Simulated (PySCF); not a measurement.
# A gas-phase reaction: H4OSi + BCl3 → BCl2H3OSi + ClH

What reaction energy should one expect for `O[SiH3]` + `ClB(Cl)Cl` → `[SiH3]OB(Cl)Cl` + `Cl`?

Computed with PySCF 2.14.0; each step states its level. No surroundings beyond the atoms listed, unless a continuum is named. Atoms count from 0, parts from 1.

## 1. The system as given

Each species was relaxed by itself at PBE0-D3(BJ)/def2-SVPD.

## 2. Energies of the species: wB97M-D3(BJ)/def2-TZVPD

What the job is given:

```
{"job": {"kind": "react", "xc": "wB97M-D3(BJ)", "basis": "def2-TZVPD"}, "charge": 0, "multiplicity": 1}
-1 H4OSi charge 0 multiplicity 1
Si     0.304230    -0.262830    -0.064000
O     -1.228630     0.370700     0.190230
H      0.121080    -1.737250    -0.112000
H      0.883960     0.227910    -1.350850
H      1.232130     0.106160     1.047750
H     -1.319820     1.323380     0.255930

-1 BCl3 charge 0 multiplicity 1
Cl    -0.868740    -1.514140     0.003190
B      0.008890    -0.007200     0.001490
Cl    -0.858230     1.505840     0.004480
Cl     1.752720    -0.013250    -0.003480

+1 BCl2H3OSi charge 0 multiplicity 1
Si    -1.246200    -0.177730     0.225140
O      0.413610    -0.519540     0.134640
B      1.533630     0.084660    -0.244000
Cl     1.544380     1.742600    -0.870270
Cl     3.071590    -0.768440    -0.135730
H     -1.928400    -1.190350    -0.621410
H     -1.627340    -0.330770     1.652960
H     -1.509300     1.201700    -0.261510

+1 ClH charge 0 multiplicity 1
Cl     0.644630    -0.004760     0.009860
H     -0.643400     0.005940    -0.009600
```

Method: wB97M-D3(BJ)/def2-TZVPD reaction energy of separated species, gas phase.

Command:

```
> OMP_NUM_THREADS=1 python cluster_run.py task.json out
```

The driver reads the jobs from task.json and runs them one after another.

The program printed:

```text
species 1 (H4OSi)
coarse grid: 21480 points
cycle   1  E = -367.1688017070  dE = -1.045e-01  |g| = 6.542e-01  |ddm| = 1.653e+00
cycle   2  E = -367.1468478463  dE =  2.195e-02  |g| = 7.799e-01  |ddm| = 6.946e-01
cycle   3  E = -367.2484888332  dE = -1.016e-01  |g| = 3.327e-02  |ddm| = 3.545e-01
cycle   4  E = -367.2487543273  dE = -2.655e-04  |g| = 9.087e-03  |ddm| = 3.787e-02
cycle   5  E = -367.2487757322  dE = -2.140e-05  |g| = 1.522e-03  |ddm| = 1.274e-02
cycle   6  E = -367.2487765663  dE = -8.341e-07  |g| = 3.487e-04  |ddm| = 2.910e-03
final grid: 44624 points
cycle   7  E = -367.2487701227  dE = -7.647e-08  |g| = 1.277e-04  |ddm| = 1.458e-03
cycle   8  E = -367.2487701294  dE = -6.706e-09  |g| = 5.775e-05  |ddm| = 2.419e-04
cycle   9  E = -367.2487701302  dE = -8.329e-10  |g| = 2.190e-05  |ddm| = 5.830e-05
converged SCF energy = -367.2487701302

species 2 (BCl3)
coarse grid: 24128 points
cycle   1  E = -1405.7116512973  dE =  5.922e-01  |g| = 4.661e-01  |ddm| = 1.597e+00
cycle   2  E = -1405.7192852090  dE = -7.634e-03  |g| = 5.107e-01  |ddm| = 7.102e-01
cycle   3  E = -1405.7819420651  dE = -6.266e-02  |g| = 2.519e-02  |ddm| = 3.202e-01
cycle   4  E = -1405.7822441485  dE = -3.021e-04  |g| = 6.439e-03  |ddm| = 4.100e-02
cycle   5  E = -1405.7822745368  dE = -3.039e-05  |g| = 1.665e-03  |ddm| = 1.305e-02
cycle   6  E = -1405.7822754451  dE = -9.083e-07  |g| = 4.515e-04  |ddm| = 2.183e-03
final grid: 46448 points
cycle   7  E = -1405.7821433862  dE = -1.294e-07  |g| = 2.013e-04  |ddm| = 1.187e-03
cycle   8  E = -1405.7821433996  dE = -1.339e-08  |g| = 1.451e-04  |ddm| = 2.912e-04
cycle   9  E = -1405.7821434051  dE = -5.501e-09  |g| = 3.605e-05  |ddm| = 1.039e-04
cycle  10  E = -1405.7821434059  dE = -8.390e-10  |g| = 1.594e-05  |ddm| = 5.250e-05
converged SCF energy = -1405.7821434059

species 3 (BCl2H3OSi)
coarse grid: 36824 points
cycle   1  E = -1312.0735331269  dE =  5.514e-01  |g| = 7.232e-01  |ddm| = 2.267e+00
cycle   2  E = -1312.0730783346  dE =  4.548e-04  |g| = 8.149e-01  |ddm| = 9.290e-01
cycle   3  E = -1312.1845374196  dE = -1.115e-01  |g| = 6.728e-02  |ddm| = 4.499e-01
cycle   4  E = -1312.1855062239  dE = -9.688e-04  |g| = 3.566e-02  |ddm| = 1.033e-01
cycle   5  E = -1312.1857942941  dE = -2.881e-04  |g| = 6.654e-03  |ddm| = 3.472e-02
cycle   6  E = -1312.1858080807  dE = -1.379e-05  |g| = 1.943e-03  |ddm| = 1.051e-02
cycle   7  E = -1312.1858091632  dE = -1.082e-06  |g| = 3.608e-04  |ddm| = 2.705e-03
final grid: 73952 points
cycle   8  E = -1312.1857174934  dE = -1.031e-07  |g| = 2.323e-04  |ddm| = 4.038e-03
cycle   9  E = -1312.1857175035  dE = -1.012e-08  |g| = 1.996e-04  |ddm| = 6.824e-04
cycle  10  E = -1312.1857175130  dE = -9.452e-09  |g| = 2.501e-05  |ddm| = 1.578e-04
cycle  11  E = -1312.1857175134  dE = -4.197e-10  |g| = 1.805e-05  |ddm| = 1.013e-04
converged SCF energy = -1312.1857175134

species 4 (ClH)
coarse grid: 8792 points
cycle   1  E = -460.8503330901  dE = -8.165e-02  |g| = 2.169e-01  |ddm| = 7.239e-01
cycle   2  E = -460.8625126894  dE = -1.218e-02  |g| = 1.397e-01  |ddm| = 2.651e-01
cycle   3  E = -460.8670521514  dE = -4.539e-03  |g| = 1.358e-02  |ddm| = 9.818e-02
cycle   4  E = -460.8670932349  dE = -4.108e-05  |g| = 3.364e-03  |ddm| = 9.545e-03
cycle   5  E = -460.8670994834  dE = -6.249e-06  |g| = 8.516e-04  |ddm| = 3.915e-03
final grid: 17120 points
cycle   6  E = -460.8670681655  dE = -3.715e-07  |g| = 3.676e-04  |ddm| = 8.888e-04
cycle   7  E = -460.8670682117  dE = -4.626e-08  |g| = 1.618e-04  |ddm| = 3.980e-04
cycle   8  E = -460.8670682183  dE = -6.574e-09  |g| = 4.220e-05  |ddm| = 1.295e-04
cycle   9  E = -460.8670682196  dE = -1.315e-09  |g| = 3.969e-06  |ddm| = 6.531e-05
cycle  10  E = -460.8670682196  dE = -1.023e-12  |g| = 8.164e-07  |ddm| = 3.310e-06
converged SCF energy = -460.8670682196

Reaction energy = -14.168 kcal/mol
```

Wall time 28 s (1 thread of Intel Xeon Platinum 8375C at 2.90GHz, shared host); peak memory 0.77 GiB.

Species by species (with the dispersion term, which the log's SCF energies lack):

```tsv
ν	species	energy (Eh)	HOMO (eV)
-1	O[SiH3]	-367.25266	-11.19
-1	ClB(Cl)Cl	-1405.78726	-11.46
+1	[SiH3]OB(Cl)Cl	-1312.19488	-11.25
+1	Cl	-460.86761	-11.93
```

## 3. Energies of the species: PBE0-D3(BJ)/def2-TZVPD

Same as in step 2 but for these lines:

```diff
@@ -1,2 +1,2 @@
-{"job": {"kind": "react", "xc": "wB97M-D3(BJ)", "basis": "def2-TZVPD"}, "charge": 0, "multiplicity": 1}
+{"job": {"kind": "react", "xc": "PBE0", "basis": "def2-TZVPD", "disp": "d3bj"}, "charge": 0, "multiplicity": 1}
 -1 H4OSi charge 0 multiplicity 1
```

Level: PBE0-D3(BJ)/def2-TZVPD reaction energy of separated species, gas phase.

The program printed:

```text
species 1 (H4OSi)
coarse grid: 5192 points
cycle   1  E = -366.9026135473  dE = -4.111e-02  |g| = 7.017e-01  |ddm| = 1.660e+00
cycle   2  E = -366.7146709069  dE =  1.879e-01  |g| = 1.212e+00  |ddm| = 9.223e-01
cycle   3  E = -366.9888732656  dE = -2.742e-01  |g| = 5.288e-02  |ddm| = 6.160e-01
cycle   4  E = -366.9894718378  dE = -5.986e-04  |g| = 1.055e-02  |ddm| = 4.166e-02
cycle   5  E = -366.9894897079  dE = -1.787e-05  |g| = 1.259e-03  |ddm| = 7.481e-03
cycle   6  E = -366.9894901378  dE = -4.300e-07  |g| = 2.322e-04  |ddm| = 1.540e-03
final grid: 44624 points
cycle   7  E = -366.9884134071  dE = -1.219e-05  |g| = 3.418e-03  |ddm| = 1.733e-02
cycle   8  E = -366.9884106809  dE =  2.726e-06  |g| = 5.156e-03  |ddm| = 4.025e-03
cycle   9  E = -366.9884151836  dE = -4.503e-06  |g| = 3.054e-04  |ddm| = 2.484e-03
cycle  10  E = -366.9884151980  dE = -1.440e-08  |g| = 4.481e-05  |ddm| = 1.897e-04
cycle  11  E = -366.9884151983  dE = -2.785e-10  |g| = 6.861e-06  |ddm| = 3.672e-05
converged SCF energy = -366.9884151983

species 2 (BCl3)
coarse grid: 5960 points
cycle   1  E = -1405.1133088754  dE =  4.725e-01  |g| = 2.897e-01  |ddm| = 1.689e+00
cycle   2  E = -1405.0934425803  dE =  1.987e-02  |g| = 4.161e-01  |ddm| = 5.281e-01
cycle   3  E = -1405.1363401092  dE = -4.290e-02  |g| = 4.628e-02  |ddm| = 2.893e-01
cycle   4  E = -1405.1368083256  dE = -4.682e-04  |g| = 1.612e-02  |ddm| = 4.375e-02
cycle   5  E = -1405.1368629272  dE = -5.460e-05  |g| = 1.007e-03  |ddm| = 1.211e-02
cycle   6  E = -1405.1368631598  dE = -2.325e-07  |g| = 1.034e-04  |ddm| = 1.373e-03
final grid: 46448 points
cycle   7  E = -1405.1370137280  dE = -2.055e-05  |g| = 3.732e-03  |ddm| = 2.711e-02
cycle   8  E = -1405.1370138038  dE = -7.582e-08  |g| = 2.894e-03  |ddm| = 4.799e-03
cycle   9  E = -1405.1370153987  dE = -1.595e-06  |g| = 1.130e-03  |ddm| = 2.455e-03
cycle  10  E = -1405.1370157090  dE = -3.103e-07  |g| = 1.152e-04  |ddm| = 7.581e-04
cycle  11  E = -1405.1370157119  dE = -2.953e-09  |g| = 2.242e-05  |ddm| = 1.063e-04
cycle  12  E = -1405.1370157120  dE = -1.078e-10  |g| = 9.714e-06  |ddm| = 2.575e-05
converged SCF energy = -1405.1370157120

species 3 (BCl2H3OSi)
coarse grid: 8904 points
cycle   1  E = -1311.3939237255  dE =  4.673e-01  |g| = 6.910e-01  |ddm| = 2.412e+00
cycle   2  E = -1311.2422736429  dE =  1.517e-01  |g| = 1.144e+00  |ddm| = 1.124e+00
cycle   3  E = -1311.4761604941  dE = -2.339e-01  |g| = 1.098e-01  |ddm| = 7.723e-01
cycle   4  E = -1311.4786400533  dE = -2.480e-03  |g| = 4.388e-02  |ddm| = 1.341e-01
cycle   5  E = -1311.4790272443  dE = -3.872e-04  |g| = 1.217e-02  |ddm| = 4.145e-02
cycle   6  E = -1311.4790621239  dE = -3.488e-05  |g| = 2.722e-03  |ddm| = 1.135e-02
cycle   7  E = -1311.4790640263  dE = -1.902e-06  |g| = 3.027e-04  |ddm| = 2.686e-03
final grid: 73952 points
cycle   8  E = -1311.4794095651  dE = -3.185e-05  |g| = 6.655e-03  |ddm| = 8.002e-02
cycle   9  E = -1311.4793986672  dE =  1.090e-05  |g| = 1.017e-02  |ddm| = 1.012e-02
cycle  10  E = -1311.4794164747  dE = -1.781e-05  |g| = 9.200e-04  |ddm| = 6.283e-03
cycle  11  E = -1311.4794166058  dE = -1.311e-07  |g| = 2.359e-04  |ddm| = 9.128e-04
cycle  12  E = -1311.4794166188  dE = -1.300e-08  |g| = 7.295e-05  |ddm| = 2.063e-04
cycle  13  E = -1311.4794166200  dE = -1.235e-09  |g| = 1.489e-05  |ddm| = 7.092e-05
cycle  14  E = -1311.4794166201  dE = -5.343e-11  |g| = 1.759e-06  |ddm| = 1.717e-05
converged SCF energy = -1311.4794166201

species 4 (ClH)
coarse grid: 2248 points
cycle   1  E = -460.6537834914  dE = -4.644e-02  |g| = 1.882e-01  |ddm| = 7.411e-01
cycle   2  E = -460.6558522022  dE = -2.069e-03  |g| = 1.902e-01  |ddm| = 3.151e-01
cycle   3  E = -460.6653811682  dE = -9.529e-03  |g| = 1.506e-02  |ddm| = 1.513e-01
cycle   4  E = -460.6654032254  dE = -2.206e-05  |g| = 2.693e-03  |ddm| = 7.323e-03
cycle   5  E = -460.6654047733  dE = -1.548e-06  |g| = 1.111e-03  |ddm| = 2.553e-03
final grid: 17120 points
cycle   6  E = -460.6658902822  dE = -4.429e-06  |g| = 2.164e-03  |ddm| = 7.334e-03
cycle   7  E = -460.6658903116  dE = -2.943e-08  |g| = 1.795e-03  |ddm| = 2.512e-03
cycle   8  E = -460.6658909295  dE = -6.179e-07  |g| = 1.533e-04  |ddm| = 1.363e-03
cycle   9  E = -460.6658909364  dE = -6.898e-09  |g| = 2.146e-05  |ddm| = 1.086e-04
cycle  10  E = -460.6658909365  dE = -9.925e-11  |g| = 4.934e-06  |ddm| = 1.681e-05
converged SCF energy = -460.6658909365

Reaction energy = -12.971 kcal/mol
```

It took 19 s on 1 thread of Intel Xeon Platinum 8375C at 2.90GHz, shared host; peak memory 0.68 GiB.

Reaction energy at this level: -12.97 kcal/mol.

## 4. Side by side

Energies in kcal/mol, with wall time:

```tsv
run	reaction	time
wB97M-D3(BJ)/def2-TZVPD	-14.17	28 s
PBE0-D3(BJ)/def2-TZVPD	-12.97	19 s
```

## 5. Summary of results

| quantity | value |
| --- | --- |
| reaction energy (wB97M-D3(BJ)/def2-TZVPD) | -14.17 kcal/mol |
| ΔH, ΔG at 298 K (xTB thermal terms) | -15.4, -15.1 kcal/mol |
| range of the reaction energy over the runs of this table | -14.17 to -12.97 kcal/mol |

What this shows: The reaction is exothermic by 15.4 kcal/mol in the gas phase; dispersion gives -0.44, and xTB itself gave -22.73 for the electronic energy (xTB energies and thermal terms come from the earlier relaxation of each species, not shown). No barrier was sought. The reaction energy runs from -14.17 (wB97M-D3(BJ)/def2-TZVPD) to -12.97 kcal/mol (PBE0-D3(BJ)/def2-TZVPD).
